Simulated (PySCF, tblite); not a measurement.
# GeH₃F, a small molecule taken as a stand-in for a surface group (germyl): NMR shifts, core binding energies and electronic excitations

Wanted: the NMR shifts, core binding energies and electronic excitations for `[F][GeH3]`.

Programs: tblite 0.8.0 and PySCF 2.14.0. All values are calculated, for the isolated system unless a continuum is named. Atoms count from 0, parts from 1.

### Step 1. Starting point

5 atoms, charge 0, multiplicity 1; geometry: distance geometry start.

### Step 2. Geometry optimisation with GFN2-xTB

Job settings and geometry (Å):

```
{"job": {"kind": "relax", "xc": "GFN2-xTB", "basis": "xTB"}, "charge": 0, "multiplicity": 1}
Ge    -0.033689    -0.011017    -0.007277
F      1.679063    -0.138233    -0.279555
H     -0.872449    -0.465713    -1.217862
H     -0.369979     1.471229     0.274300
H     -0.432520    -0.843370     1.238627
```

Level: GFN2-xTB geometry optimisation, gas phase.

The run is started by

```
> OMP_NUM_THREADS=1 python cluster_run.py task.json out
```

One launch serves the whole session: the jobs run in the order shown.

Standard output:

```text
step      E/eV     max force
  0    -223.60544    1.203
  1    -223.64050    0.841
  2    -223.70357    0.709
  3    -223.71399    0.589
  4    -223.73977    0.322
  5    -223.74262    0.216
  6    -223.74863    0.103
  7    -223.74928    0.075
  8    -223.74944    0.025
  9    -223.74947    0.016
 10    -223.74949    0.017
 11    -223.74953    0.032
 12    -223.74959    0.035
 13    -223.74963    0.020
 14    -223.74964    0.005
```

Wall time 0.1 s (1 thread of Intel Xeon Platinum 8488C, shared host).

Step by step:

```tsv
step	energy from step 0 (eV)	largest force (eV/Å)
0	0.0000	1.2032
1	-0.0351	0.8415
2	-0.0981	0.7083
3	-0.1086	0.5884
4	-0.1343	0.3222
5	-0.1372	0.2158
6	-0.1432	0.1026
7	-0.1438	0.0754
8	-0.1440	0.0257
9	-0.1440	0.0161
10	-0.1441	0.0177
11	-0.1441	0.0318
12	-0.1442	0.0359
13	-0.1442	0.0199
14	-0.1442	0.0057
```

Close pairs (by a distance rule), those that changed most:

```tsv
bond	before (Å)	after (Å)	change (Å)
Ge0–H4	1.551	1.493	-0.057
Ge0–H3	1.546	1.493	-0.052
Ge0–H2	1.541	1.493	-0.048
Ge0–F1	1.739	1.735	-0.004
```

### Step 3. Relaxing the molecule at PBE0-D3(BJ)/def2-SVP

Job settings and geometry (Å):

```
{"job": {"xc": "PBE0", "basis": "def2-SVP", "d3": "d3bj", "grid": 2, "kind": "geom", "shake": 0.01}, "charge": 0, "multiplicity": 1}
Ge    -0.115638    -0.012385     0.028949
F      1.557361    -0.155041    -0.285958
H     -0.786130    -0.488410    -1.241934
H     -0.271522     1.478564     0.267708
H     -0.359122    -0.859553     1.210531
```

Standard output:

```text
step   0  E = -2177.96094385  max force = 0.025446
step   1  E = -2177.96348886  max force = 0.018416
step   2  E = -2177.96432306  max force = 0.004414
step   3  E = -2177.96435226  max force = 0.000366
step   4  E = -2177.96435315  max force = 0.000058
optimisation converged
```

Run time: 6.5 s. Hardware: 1 thread of Intel Xeon Platinum 8488C, shared host; peak memory 0.32 GiB.

Along the way:

```tsv
step	energy from step 0 (eV)	largest force component (eV/Å)
0	0.0000	1.3085
1	-0.0693	0.9470
2	-0.0920	0.2270
3	-0.0927	0.0188
4	-0.0928	0.0030
```

Distances of close pairs at the start and the end, largest changes first:

```tsv
bond	before (Å)	after (Å)	change (Å)
Ge0–H4	1.474	1.536	+0.061
Ge0–F1	1.708	1.744	+0.036
Ge0–H2	1.514	1.536	+0.022
Ge0–H3	1.518	1.536	+0.018
```

The end geometry stands in the next job.

```tsv
at the end point	value
point group (found at 0.08 Å tolerance)	C3v
rotational constants (GHz, main isotopes)	77.202, 9.891, 9.891
dipole moment (D)	2.11
```

### Step 4. Nuclear shieldings: PBE0/pcSseg-2

Job settings and geometry (Å):

```
{"job": {"kind": "nmr", "xc": "PBE0", "basis": "pcSseg-2"}, "charge": 0, "multiplicity": 1}
Ge    -0.046864    -0.008150     0.012608
F      1.660506    -0.181968    -0.297192
H     -0.775471    -0.498619    -1.247191
H     -0.294593     1.483376     0.281343
H     -0.361364    -0.877868     1.238515
```

With the program's defaults for keys left out, this is: GIAO PBE0/pcSseg-2 NMR shielding, non-relativistic, gas phase.

Standard output:

```text
coarse grid: 20136 points
cycle   1  E = -2178.2940898637  dE = -7.475e-01  |g| = 1.171e+00  |ddm| = 1.490e+00
cycle   2  E = -2178.0946218759  dE =  1.995e-01  |g| = 1.684e+00  |ddm| = 8.571e-01
cycle   3  E = -2178.3861689016  dE = -2.915e-01  |g| = 2.393e-01  |ddm| = 6.363e-01
cycle   4  E = -2178.3938481680  dE = -7.679e-03  |g| = 8.798e-02  |ddm| = 1.098e-01
cycle   5  E = -2178.3945273742  dE = -6.792e-04  |g| = 4.459e-03  |ddm| = 2.548e-02
cycle   6  E = -2178.3945285967  dE = -1.222e-06  |g| = 6.970e-04  |ddm| = 1.755e-03
final grid: 40760 points
cycle   7  E = -2178.3945210300  dE =  5.929e-08  |g| = 1.098e-03  |ddm| = 8.307e-04
cycle   8  E = -2178.3945207312  dE =  2.988e-07  |g| = 1.821e-03  |ddm| = 1.064e-03
cycle   9  E = -2178.3945212069  dE = -4.758e-07  |g| = 5.961e-05  |ddm| = 6.529e-04
cycle  10  E = -2178.3945212073  dE = -3.215e-10  |g| = 9.736e-06  |ddm| = 2.709e-05
converged SCF energy = -2178.3945212073

GIAO shielding tensors (ppm)
atom      isotropic    diamagn.    paramagn.     s11        s22        s33       span
  0 Ge    1370.993    2753.418   -1382.425   1248.003   1248.168   1616.808    368.804
  1 F      449.726     468.635     -18.909    403.192    472.935    473.051     69.859
  2 H       25.830      27.533      -1.704     19.984     21.783     35.722     15.737
  3 H       25.830      27.540      -1.709     19.982     21.786     35.724     15.742
  4 H       25.831      27.532      -1.701     19.983     21.786     35.725     15.742
```

It took 6.7 s on 1 thread of Intel Xeon Platinum 8488C, shared host; peak memory 0.6 GiB.

Shifts follow as δ = σ(reference) − σ, with reference shieldings (ppm) from runs at the same level and on the same kind of geometry: ¹H TMS 31.25, ¹⁹F CFCl3 175.8, ⁷³Ge GeMe4 1337. The references are single molecules in the gas phase, so shifts against H2O, NH3, PH3, H3PO4 or CFCl3 are not on the usual liquid scales and can be off by tens of ppm. Atoms listed in one row are averaged.

```tsv
atoms	environment	σ (ppm)	δ (ppm)
H2, H3, H4	hydrogen on a germanium bonded to F	25.83	5.41
Ge0	germanium bonded to F, 3 H	1371	-34
F1	fluorine bonded to Ge	449.7	-273.9
```

The run also stored atomic charges by several schemes (e):

```tsv
atoms	Mulliken	IAO	Hirshfeld	ESP fit
Ge0	0.70	0.83	0.43	0.49
F1	-0.46	-0.54	-0.26	-0.31
```

Mayer bond orders: Ge0–F1 0.85.

### Step 5. Core-electron binding energies: SCAN, X2C

Same as in step 4 but for these lines:

```diff
@@ -1,2 +1,2 @@
-{"job": {"kind": "nmr", "xc": "PBE0", "basis": "pcSseg-2"}, "charge": 0, "multiplicity": 1}
+{"job": {"kind": "xps", "holes": 5}, "charge": 0, "multiplicity": 1}
 Ge    -0.046864    -0.008150     0.012608
```

Level: delta-SCF UKS SCAN, pcX-2 on the ionised atom, pcseg-1 elsewhere, spin-free X2C.

Standard output:

```text
ground state, core basis on atom 1 (F), 87 functions
  cycle   1  E = -2195.65622779  |g| = 6.86e-01
  cycle   2  E = -2195.28285887  |g| = 1.68e+00
  cycle   3  E = -2195.72705820  |g| = 6.61e-02
  cycle   4  E = -2195.72796240  |g| = 3.55e-02
  cycle   5  E = -2195.72821369  |g| = 9.07e-03
  cycle   6  E = -2195.72822547  |g| = 9.16e-04
  cycle   7  E = -2195.72822919  |g| = 1.08e-04
  E(ground) = -2195.85358853 Eh
hole in F 1s of atom 1
  cycle   1  E = -2169.40985431  |g| = 2.59e+00
  cycle   2  E = -2169.42599224  |g| = 2.10e+00
  cycle   3  E = -2170.29674647  |g| = 2.35e-01
  cycle   4  E = -2170.30891556  |g| = 3.56e-02
  cycle   5  E = -2170.30950100  |g| = 1.58e-02
  cycle   6  E = -2170.30965422  |g| = 3.24e-03
  cycle   7  E = -2170.30966131  |g| = 7.65e-04
  cycle   8  E = -2170.30966012  |g| = 1.52e-04
  E(ion) = -2170.44225171 Eh   <S^2> = 0.7569   hole on atom = 1.000   binding energy = 691.478 eV
```

Run time: 1.4 s. Hardware: 1 thread of Intel Xeon Platinum 8488C, shared host; peak memory 0.32 GiB.

The holes in one table. −ε is the ground-state orbital energy:

```tsv
hole	stands for	environment	ΔSCF (eV)	−ε (eV)	⟨S²⟩
F1s on F1	F1	fluorine bonded to Ge	691.48	665.7	0.757
```

### Step 6. Excited states and response: CAM-B3LYP/def2-SVPD

Same as in step 5 but for these lines:

```diff
@@ -1,2 +1,2 @@
-{"job": {"kind": "xps", "holes": 5}, "charge": 0, "multiplicity": 1}
+{"job": {"kind": "uv", "xc": "CAM-B3LYP", "basis": "def2-SVPD", "nstates": 6, "ntriplets": 2, "ip": true}, "charge": 0, "multiplicity": 1}
 Ge    -0.046864    -0.008150     0.012608
```

Method: TDDFT CAM-B3LYP/def2-SVPD, vertical, gas phase, core orbitals frozen in the response.

Standard output:

```text
coarse grid: 20136 points
cycle   1  E = -2178.3641110806  dE = -7.244e-01  |g| = 6.652e-01  |ddm| = 2.133e+00
cycle   2  E = -2178.2975278491  dE =  6.658e-02  |g| = 9.663e-01  |ddm| = 1.061e+00
cycle   3  E = -2178.4330016065  dE = -1.355e-01  |g| = 7.777e-02  |ddm| = 5.966e-01
cycle   4  E = -2178.4337291367  dE = -7.275e-04  |g| = 2.193e-02  |ddm| = 8.104e-02
cycle   5  E = -2178.4337908595  dE = -6.172e-05  |g| = 2.166e-03  |ddm| = 1.974e-02
cycle   6  E = -2178.4337921566  dE = -1.297e-06  |g| = 2.398e-04  |ddm| = 4.949e-03
final grid: 40760 points
cycle   7  E = -2178.4337751355  dE = -2.703e-08  |g| = 1.500e-04  |ddm| = 9.146e-04
cycle   8  E = -2178.4337751342  dE =  1.263e-09  |g| = 1.906e-04  |ddm| = 2.260e-04
cycle   9  E = -2178.4337751399  dE = -5.681e-09  |g| = 1.455e-05  |ddm| = 1.238e-04
cycle  10  E = -2178.4337751399  dE = -3.547e-11  |g| = 6.569e-06  |ddm| = 2.833e-05
converged SCF energy = -2178.4337751399

Static polarisability (au): isotropic 31.953, principal 30.424 32.716 32.719

Singlet excitations
state   eV       nm        f      main configurations
  1   7.8400    158.1   0.00025   H->L 0.93
  2   7.8407    158.1   0.00025   H-1->L 0.93
  3   8.9260    138.9   0.15583   H->L+1 0.94
  4   8.9267    138.9   0.15596   H-1->L+1 0.94
  5   9.4337    131.4   0.00000   H-1->L+2 0.47, H->L+3 0.47
  6   9.9219    125.0   0.03463   H-2->L 0.30, H-3->L 0.19, H->L+2 0.18

Triplet excitations (Tamm-Dancoff, eV): 7.3550 7.3556
Vertical ionisation energy (delta-SCF) = 12.4874 eV
```

It took 9.7 s on 1 thread of Intel Xeon Platinum 8488C, shared host; peak memory 0.39 GiB.

Frontier orbitals and where they lie:

```tsv
orbital	eV	atoms
HOMO−3	-13.44	F1 75 %, Ge0 14 %, H3 6 %
HOMO−2	-13.44	F1 75 %, Ge0 14 %, H2 6 %
HOMO−1	-11.17	Ge0 34 %, H3 25 %, F1 22 %
HOMO	-11.17	Ge0 34 %, H4 27 %, F1 22 %
LUMO	0.58	Ge0 52 %, F1 14 %, H2 12 %
LUMO+1	0.87	Ge0 58 %, H2 12 %, H3 12 %
LUMO+2	2.10	Ge0 60 %, H2 14 %, H3 14 %
```

With each of the 6 states as a Gaussian band of 0.4 eV half-width at 1/e, the curve within the window shown has maxima at 139 nm (ε 13,000), 125 nm (ε 1,400) L/(mol cm). Beyond the last state computed it falls off for lack of states. The curve at chosen wavelengths:

(nm, ε (L/mol/cm)): (121, 799), (123, 1257), (125, 1432), (127, 1342), (129, 1511), (131, 2710), (133, 5361), (135, 8905), (137, 11804), (139, 12576), (141, 10941), (143, 7901), (145, 4811), (146, 3537), (148, 1714), (150, 728), (152, 279), (154, 105), (156, 46), (158, 27), (160, 21), (162, 16), (164, 12), (166, 8), (168, 5), (170, 3)

Ground-state properties from the same run:

```tsv
property	computed
dipole moment (D)	2.32
polarisability (Å³)	4.73
HOMO–LUMO gap (eV)	11.74
−ε(HOMO) (eV)	11.17
```

### Step 7. Results

| quantity | value |
| --- | --- |
| point group | C3v |
| rotational constants (main isotopes) | 77.20, 9.89, 9.89 GHz |
| ¹H shifts against TMS (PBE0/pcSseg-2, means over atoms taken as alike) | 5.41 ppm |
| ⁷³Ge shifts against GeMe4 (PBE0/pcSseg-2) | -34 ppm |
| ¹⁹F shifts against CFCl3 (PBE0/pcSseg-2) | -273.9 ppm |
| F1s binding energies, SCAN/pcX-2 | F1 691.48 eV |
| lowest singlet (CAM-B3LYP/def2-SVPD) | 7.84 eV (158 nm), f = 0.000 |
| brightest single state of those computed | state 4, 8.93 eV, f = 0.156 |
| lowest triplet | 7.36 eV |
| vertical ionisation energy (ΔSCF) | 12.49 eV |

Over 4 steps the energy fell by 0.093 eV; of the close pairs, Ge0–H4 changed most, 1.474 to 1.536 Å (PBE0/def2-SVP). No frequency check was run at this level, so the end point may be a saddle. At PBE0/pcSseg-2: The largest span, 369 ppm, is at Ge0, where the paramagnetic term is -1382 ppm. The first singlet state (HOMO→LUMO 0.93) lies at 7.84 eV and is dark; of the 6 states computed, the strongest absorption comes from states 3 to 4 together at 8.93 eV. The lowest triplet lies 0.48 eV below the lowest singlet (triplets in Tamm-Dancoff, singlets in full TDDFT). ΔSCF puts the ionisation energy at 12.49 eV, 1.32 eV above −ε(HOMO). Spin-orbit coupling is left out, which matters for shieldings and couplings at and beside the heavy atoms.
